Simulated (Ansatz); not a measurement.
# BGeH9Si2, SMILES B[SiH2][GeH2][SiH3]: a geometry optimisation

Computed with Ansatz 0.2.0 through its Python package.

The cells in order, each with its output:

**Cell 1**
```python
import ansatz as az
from ase import Atoms
import numpy as np
```

**Cell 2**
```python
SETTINGS = {
    "basis": "def2-SVP",
    "xc": "b3lyp",
}
```

**Cell 3**
```python
atoms = Atoms(["B", "Si", "Ge", "Si", "H", "H", "H", "H", "H", "H", "H", "H", "H"], positions=[
    (-1.8688, 1.2003, -0.3702),
    (-1.4718, -0.6436, -0.3998),
    (0.7858, -0.8673, -0.6621),
    (1.946, 0.2642, 1.0735),
    (-1.4464, 1.9467, 0.4206),
    (-2.6443, 1.7026, -1.2026),
    (-1.8564, -1.2509, 0.8755),
    (-2.1165, -1.2861, -1.5241),
    (1.257, -0.239, -1.9618),
    (1.2023, -2.3691, -0.5806),
    (1.4442, -0.3277, 2.3825),
    (3.3484, 0.136, 0.9439),
    (1.441, 1.6994, 1.02),
])
system = az.Crystal.molecule_from_ase(atoms)

calc = (
    system.calculation()
    .basis(gaussian=SETTINGS["basis"])
    .functional(SETTINGS["xc"])
    .accuracy("medium")
)
symbols = [site.symbol for site in system.cartesian_sites]
start = np.array([site.position_ang for site in system.cartesian_sites], dtype=float)
def progress(event):
    if event["event"] == "relax_step":
        row = event["data"]
        print(f"step {row['step']:3d}  E = {row['lagrangian_ev']:.6f} eV  max force {row['allowed_force_max_ev_ang']:.4f} eV/A")
```

**Cell 4**
```python
r = calc.relax(force_tolerance=0.02, max_steps=100).session().plan().execute(on_event=progress).report
end = np.array(r["positions_ang"])
```
Output:
```text
step   1  E = -73084.890775 eV  max force 2.2481 eV/A
step   2  E = -73085.286466 eV  max force 0.8681 eV/A
step   3  E = -73085.363551 eV  max force 0.2753 eV/A
step   4  E = -73085.378377 eV  max force 0.0826 eV/A
step   5  E = -73085.382016 eV  max force 0.0235 eV/A
step   6  E = -73085.383274 eV  max force 0.0754 eV/A
step   7  E = -73085.384554 eV  max force 0.0306 eV/A
step   8  E = -73085.351102 eV  max force 0.3623 eV/A
step   9  E = -73085.385066 eV  max force 0.0085 eV/A
```

**Cell 5**
```python
print(f"E = {r['free_energy_ev']:.6f} eV = {r['free_energy_ev'] / 27.211386246:.7f} Ha")
print("converged:", r["converged"], " doubts:", r["published_state_doubts"] or "none")
```
Output:
```text
E = -73085.385398 eV = -2685.8383743 Ha
converged: True  doubts: none
```

**Cell 6**
```python
print("bond        before    after (A)")
for i, j in [(0, 1), (0, 4), (0, 5), (1, 2), (1, 6), (1, 7), (2, 3), (2, 8), (2, 9), (3, 10), (3, 11), (3, 12)]:
    d0, d1 = (np.linalg.norm(xyz[i] - xyz[j]) for xyz in (start, end))
    print(f"{symbols[i]}{i}-{symbols[j]}{j}".ljust(10), f"{d0:8.4f} {d1:8.4f}")
for i, j, k in [(1, 0, 4), (1, 0, 5), (4, 0, 5), (0, 1, 2), (0, 1, 6), (0, 1, 7), (2, 1, 6), (2, 1, 7)]:
    u, v = end[i] - end[j], end[k] - end[j]
    print(f"angle {symbols[i]}{i}-{symbols[j]}{j}-{symbols[k]}{k}: {np.degrees(np.arccos(np.clip(u @ v / np.linalg.norm(u) / np.linalg.norm(v), -1, 1))):.2f} deg")
with open("bgeh9si2_opt.xyz", "w") as handle:
    handle.write(f"{len(symbols)}\nrelaxed BGeH9Si2\n")
    handle.writelines(f"{s:2s} {x:11.6f} {y:11.6f} {z:11.6f}\n" for s, (x, y, z) in zip(symbols, end))
```
Output:
```text
bond        before    after (A)
B0-Si1       1.8864   2.0000
B0-H4        1.1666   1.2066
B0-H5        1.2436   1.2063
Si1-Ge2      2.2838   2.4291
Si1-H6       1.4639   1.4950
Si1-H7       1.4465   1.4945
Ge2-Si3      2.3746   2.4021
Ge2-H8       1.5186   1.5478
Ge2-H9       1.5606   1.5484
Si3-H10      1.5217   1.4924
Si3-H11      1.4142   1.4926
Si3-H12      1.5224   1.4931
angle Si1-B0-H4: 120.82 deg
angle Si1-B0-H5: 121.21 deg
angle H4-B0-H5: 117.77 deg
angle B0-Si1-Ge2: 104.81 deg
angle B0-Si1-H6: 114.44 deg
angle B0-Si1-H7: 114.89 deg
angle Ge2-Si1-H6: 106.20 deg
angle Ge2-Si1-H7: 107.16 deg
```

It writes `bgeh9si2_opt.xyz`:
```text
13
relaxed BGeH9Si2
B    -2.018284    1.271392   -0.435460
Si   -1.606478   -0.684566   -0.366140
Ge    0.801852   -0.822491   -0.651434
Si    2.007103    0.264707    1.119264
H    -1.942988    1.954561    0.556276
H    -2.258167    1.822959   -1.481064
H    -1.909071   -1.334206    0.945920
H    -2.227009   -1.496989   -1.456349
H     1.205522   -0.196377   -2.008130
H     1.193478   -2.319489   -0.708319
H     1.605425   -0.309894    2.436698
H     3.479431    0.092172    0.945241
H     1.689688    1.723721    1.118297
```

Caveats:
- The settings weren't tested for convergence.
- The end point is the stationary point reached from this start; no frequency run checks that it is a minimum, and the basis set is modest.
- b3lyp holds the VWN-RPA fit, as in Gaussian; the form of ORCA and Turbomole is b3lyp5.
- Finished in 61 s on 1 thread of Intel(R) Xeon(R) Platinum 8488C (Sapphire Rapids), with other jobs on the host, peak memory 0.41 GiB.

(Lines on the test bed's own set-up are left out of the output.)
